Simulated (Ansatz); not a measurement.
Write the native input for Ansatz 0.2.0 that does the following.

- Task: relaxation of cell and atoms
- Functional: LDA
- Potentials or basis: Ansatz PAW
- Cutoff: 420 eV (not typed: the program's choice for these potentials)
- k mesh: 6 × 6 × 6
- Occupations: fermi-dirac, width 0.05 eV
- Spin: no spin polarisation

The system is Zr3S2.

```
CELL_PARAMETERS angstrom
2.90254 1.67578 3.48777
-2.90254 1.67578 3.48777
0.00000 -3.35156 3.48777
ATOMIC_POSITIONS crystal
Zr 0.83873 0.50000 0.16127
Zr 0.50000 0.16127 0.83873
Zr 0.16127 0.83873 0.50000
S 0.66502 0.66502 0.66502
S 0.33498 0.33498 0.33498
```

The cell comes from a database or a generator and needn't be the stable form of this composition.

These files were run (other wordings do the same):

input.yaml

```yaml
crystal:
  lattice:
    - [2.9025379727, 1.6757810799, 3.4877732718]
    - [-2.9025379727, 1.6757810799, 3.4877732718]
    - [0.0, -3.3515621597, 3.4877732718]
  atoms:
    - { symbol: Zr, position: [0.838727, 0.5, 0.161273] }
    - { symbol: Zr, position: [0.5, 0.161273, 0.838727] }
    - { symbol: Zr, position: [0.161273, 0.838727, 0.5] }
    - { symbol: S, position: [0.665023, 0.665023, 0.665023] }
    - { symbol: S, position: [0.334977, 0.334977, 0.334977] }
hamiltonian:
  xc: lda
  pseudopotentials: { kind: paw }
kpoints:
  mp_grid: { grid: [6, 6, 6] }
scf:
  occupations: { method: fermi_dirac, width: 0.05 }
output:
  forces: true
  stress: true
  eigenvalues: true
  write_density: true
  write_potential: true
  elf: true
  volumetric_format: npy
relax:
  f_tol: 0.01
  max_steps: 40
  cell: { stress_tol: 0.05 }
```

Potentials or basis: Ansatz PAW.

Run with:

```sh
$ ansatz run input.yaml --threads 2 --pin off --max-ram 5632MiB --backend cpu --events-out ev --progress --plain --runs-dir out
```

Results of the run:

* Relaxed volume: 19.13 Å³/atom
* Relaxed cell: a = 4.737 Å, b = 4.737 Å, c = 4.737 Å, α = 73.76°, β = 73.76°, γ = 73.76°
* Space group after relaxing (to 0.05 Å): R32 (No. 155)
* Energy gained by relaxing: 30.7 meV/atom
* Ionic steps: 4
* Pressure after relaxing: 0.0 GPa
* Largest force after relaxing: 0.007 eV/Å
* Band gap on the k mesh: none (metal or under the smearing width)

Caveat: the plane-wave basis is chosen anew once the cell has moved, so the energies of steps on either side of that aren't comparable; the PAW data sets come from PBE, with cores solved anew for the run's functional, which leaves a small shift of forces and pressure.

Wall time 11 s on 2 threads of Intel(R) Xeon(R) 6975P-C (Granite Rapids), with other jobs on the host, peak memory 0.44 GiB.
